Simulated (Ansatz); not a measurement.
**H4NOPSi: a ladder of functionals and wavefunction methods**

How much do the methods differ for H4NOPSi? The plan is to run it at one geometry with functionals of several rungs and with coupled cluster, and see how far each lands from CCSD(T) at the basis-set limit for the atomisation energy.

Program: Ansatz 0.2.0, Gaussian basis. Level of theory: functionals in def2-TZVPP, the program's frozen cores in correlated methods. These are calculated values, not measurements.

Plan: LDA (SPW92), PBE-D4, revPBE-D4, BLYP-D4, r2SCAN-D4, B97M-V, PBE0-D4, B3LYP-D4, r2SCANh-D4, r2SCAN0-D4, HSE06-D4, BHLYP-D4, CAM-B3LYP-D4, LC-ωPBE, ωB97X-V, ωB97M-V, B2PLYP, PBE-QIDH; CCSD(T)/def2-SVP; CCSD(T)/def2-TZVPP; MP2/def2-QZVPP; extrapolation to the limit; RPA on PBE.

### 1 The relaxed structure

An earlier PBE0-D4 in a triple-zeta def2 set relaxation fixed the geometry.

SMILES `O[SiH]1NP1`, 8 atoms, charge 0, spin multiplicity 1.

Atoms are counted from 1 here; the program's logs count them from 0.

Bond lengths: O1–Si2 1.632 Å, O1–H5 0.960 Å, Si2–N3 1.686 Å, Si2–P4 2.190 Å, Si2–H6 1.474 Å, N3–P4 1.787 Å, N3–H7 1.005 Å, P4–H8 1.440 Å. Angles: Si2–O1–H5 117.1°, O1–Si2–N3 120.1°, O1–Si2–P4 126.9°, O1–Si2–H6 105.4°, N3–Si2–P4 53.0°, N3–Si2–H6 121.1°, P4–Si2–H6 122.5°, Si2–N3–P4 78.1°, Si2–N3–H7 141.7°, P4–N3–H7 126.1°, Si2–P4–N3 48.9°, Si2–P4–H8 93.2°, N3–P4–H8 101.3°.

### 2 LDA

This LDA is Slater exchange with PW92 correlation.

The input, in.yaml:

```yaml
crystal:
  periodic: [false, false, false]
  atoms:
    - {symbol: O, position_ang: [-0.397679, 1.835471, -0.764002]}
    - {symbol: Si, position_ang: [0.097763, 0.582379, 0.155840]}
    - {symbol: N, position_ang: [0.436880, -0.907485, -0.557519]}
    - {symbol: P, position_ang: [-0.959278, -1.307487, 0.483650]}
    - {symbol: H, position_ang: [-0.980491, 1.634935, -1.499498]}
    - {symbol: H, position_ang: [1.003083, 1.168665, 1.160182]}
    - {symbol: H, position_ang: [1.202639, -1.519118, -0.781930]}
    - {symbol: H, position_ang: [-0.310715, -1.544462, 1.747577]}
basis:
  gaussian: {orbitals: def2-TZVPP}
hamiltonian: {xc: lda}
output: {orbitals: {seedname: orbitals}}
```

Command:

```
$ ansatz run in.yaml --threads 2 --pin off --events-out ev --progress --plain --max-ram 4352MiB
```

The runs that follow: PBE-D4 (GGA); revPBE-D4 (GGA); BLYP-D4 (GGA); r2SCAN-D4 (meta-GGA); B97M-V (meta-GGA); B3LYP-D4 (hybrid); r2SCANh-D4 (hybrid); r2SCAN0-D4 (hybrid); HSE06-D4 (hybrid); BHLYP-D4 (hybrid); CAM-B3LYP-D4 (range-separated); LC-ωPBE (range-separated); ωB97X-V (range-separated); ωB97M-V (range-separated); B2PLYP (double hybrid); PBE-QIDH (double hybrid); CCSD(T) in def2-SVP; CCSD(T) in def2-TZVPP; MP2 in def2-QZVPP; RPA on PBE orbitals.

Before running them: what should the planned runs give, taken together? Wanted: atomisation energy, CCSD(T)/CBS; farthest beyond LDA; mean size of error, GGA; mean size of error, meta-GGA; mean size of error, hybrid; mean size of error, range-separated; mean size of error, double hybrid; gap, smallest and largest; T1 diagnostic.

As calculated:

| quantity | value |
| --- | --- |
| atomisation energy, CCSD(T)/CBS | 639.5 kcal/mol |
| functionals within 3.2 kcal/mol (0.5 %) | r2SCAN-D4, B3LYP-D4, CAM-B3LYP-D4 |
| farthest beyond LDA | BHLYP-D4 (-25.6 kcal/mol) |
| mean size of error, GGA | 7.3 kcal/mol |
| mean size of error, meta-GGA | 3.4 kcal/mol |
| mean size of error, hybrid | 10.0 kcal/mol |
| mean size of error, range-separated | 5.7 kcal/mol |
| mean size of error, double hybrid | 11.4 kcal/mol |
| gap, smallest and largest | 4.18 eV (LDA (SPW92)), 11.12 eV (LC-ωPBE) |
| T1 diagnostic | 0.0139 |
| triples share of the correlation energy | 4.1 % |

What this shows: The LDA atomisation energy is off by 106.5 kcal/mol (17 %): it overbinds. PBE-D4 is off by +13.0 kcal/mol. Double hybrids carry the basis error of their MP2 part in triple zeta, and no dispersion term here, so their miss is partly the set-up's. By mean error the best rung here is meta-GGA (3.4 kcal/mol) and the worst beyond LDA is double hybrid (11.4 kcal/mol). The reference freezes the cores and leaves out relativity and excitations past (T), so misses under about 3.2 kcal/mol can't be ranked. Hartree-Fock recovers 64 % of the binding; the rest is correlation. CCSD(T) in def2-SVP is off by -74.4 kcal/mol, more than most functionals: a good method in a small basis is no reference. Orbital gaps span 4.2 to 11.1 eV; exact exchange widens them.
